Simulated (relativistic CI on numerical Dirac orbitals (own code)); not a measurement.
# Co V (Co⁴⁺): levels and lines

The task is the spectrum of Co⁴⁺: levels, purity of their labels, lifetimes and lines; further runs change one setting each.

Program: relativistic CI on numerical Dirac orbitals (own code) version 4. Level of theory: Dirac-Coulomb-Breit CI, KLI orbitals optimised for each configuration, model QED (radiative potential, 1s self-energy scaled to tabulated hydrogen-like ionisation energies), valence Slater integrals scaled by 0.85, P86 correlation energy added to each configuration. These are calculated values, not measurements, unless marked.

## Step 1: The atom as given

```
ion                       : Co⁴⁺ (Co V)
nuclear charge            : 27
electrons                 : 23
isotope                   : A = 59
first configuration typed : [Ar] 3d5
```

Outer shells as boxes (Hund's rule):

first configuration typed
```
[Ar] core
3d [↑ ][↑ ][↑ ][↑ ][↑ ]
```

## Step 2: The main run

Input settings:

```ini
atom Co  Z=27  charge=4  electrons=23
nucleus A=59  rms_radius_fm=3.7875
hamiltonian dirac-coulomb  breit=on  qed=on  c_scale=1
orbitals kli  potential=per-configuration
slater_scale 0.85
correlation p86
mixing on
configurations
  [Ar] 3d5
  [Ar] 3d4 4s
  [Ar] 3d4 4p
  [Ne] 3s2 3p5 3d6
  [Ar] 3d4 4d
  [Ar] 3d4 5s
  [Ar] 3d4 5p
  [Ar] 3d4 4f
  [Ar] 3d4 5d
  [Ar] 3d3 4s 4p
  [Ar] 3d4 5f
  [Ar] 3d4 5g
  [Ne] 3s 3p6 3d6
  [Ar] 3d3 4s2
  [Ar] 3d2 4s2 4p
  [Ar] 3d2 4s2 4d
  [Ar] 3d2 4s2 5s
  [Ar] 3d2 4s2 5p
end
```

Launch:

```bash
> python run_levels.py task.json out
```

The settings of every run stand in task.json; they run in order.

## Step 4: Slater integrals scaled by 0.75

Changes to the settings of step 2:

```diff
@@ -4,3 +4,3 @@
 orbitals kli  potential=per-configuration
-slater_scale 0.85
+slater_scale 0.75
 correlation p86
```

## Step 5: Correlation estimate lda-sx

Changes to the settings of step 4:

```diff
@@ -4,4 +4,4 @@
 orbitals kli  potential=per-configuration
-slater_scale 0.75
-correlation p86
+slater_scale 0.85
+correlation lda-sx
 mixing on
```

## Step 6: Without the Breit term

Changes to the settings of step 5:

```diff
@@ -2,6 +2,6 @@
 nucleus A=59  rms_radius_fm=3.7875
-hamiltonian dirac-coulomb  breit=on  qed=on  c_scale=1
+hamiltonian dirac-coulomb  breit=off  qed=on  c_scale=1
 orbitals kli  potential=per-configuration
 slater_scale 0.85
-correlation lda-sx
+correlation p86
 mixing on
```

## Step 7: Without QED terms

Changes to the settings of step 6:

```diff
@@ -2,3 +2,3 @@
 nucleus A=59  rms_radius_fm=3.7875
-hamiltonian dirac-coulomb  breit=off  qed=on  c_scale=1
+hamiltonian dirac-coulomb  breit=on  qed=off  c_scale=1
 orbitals kli  potential=per-configuration
```

(Steps that only read results are left out.)

Q: Predict the outcome of this session. Wanted: lowest level; first excitation; lowest level of the other parity; fastest E1 line; ionisation energy; mean error of paired levels.

**Answer**, as computed:

| run | time | mean size of shift, levels followed (cm⁻¹) | lowest level | ionisation energy (eV) | mean error to measured (cm⁻¹) |
| --- | --- | --- | --- | --- | --- |
| main run | 2.7 s | 0 | 3d5 6S5/2 | 79.362 | 1988 |
| Slater integrals scaled by 0.75 | 2.7 s | 4671 | 3d5 6S5/2 | 79.047 | 5208 |
| correlation estimate lda-sx | 2.7 s | 2.6 | 3d5 6S5/2 | 79.878 | 2139 |
| without the Breit term | 2.3 s | 66.7 | 3d5 6S5/2 | 79.330 | 1881 |
| without QED terms | 2.2 s | 1.1 | 3d5 6S5/2 | 79.358 | 1924 |

The semi-empirical ionisation energy (NIST) is 79.5 eV.

| quantity | value |
| --- | --- |
| lowest level | 3d5 6S5/2 |
| first excitation | 3d5 4G11/2, 35336 cm⁻¹ |
| lowest level of the other parity | 3d4 4p 6F°1/2, 280712 cm⁻¹ |
| levels in the model | 2804 |
| fastest E1 line (by rate) to the lowest level among the lowest 200 of 2804 levels | 35.27 nm, from 3d4 4p 6P°7/2 |
| ionisation energy | 79.362 eV |
| ionisation energy, semi-empirical (NIST) | 79.5 eV |
| mean error of paired levels | 1988 cm⁻¹ over 45 |

What this shows: 3d5 6S5/2 comes out lowest; its LS label holds 100 % and its jj label 43 %; over the low levels the means are 95 and 52 %, so LS coupling describes them better. The ionisation energy agrees with the semi-empirical value within its uncertainty of 0.2 eV. Of the changes tried, the run «Slater integrals scaled by 0.75» moves the low levels most, by 4671 cm⁻¹ on average. The run «without the Breit term» comes nearer the measured levels than the main run (1881 against 1988 cm⁻¹). The scale of 0.85 was itself chosen against such measured levels. Lifetimes count radiative decay inside the model alone.
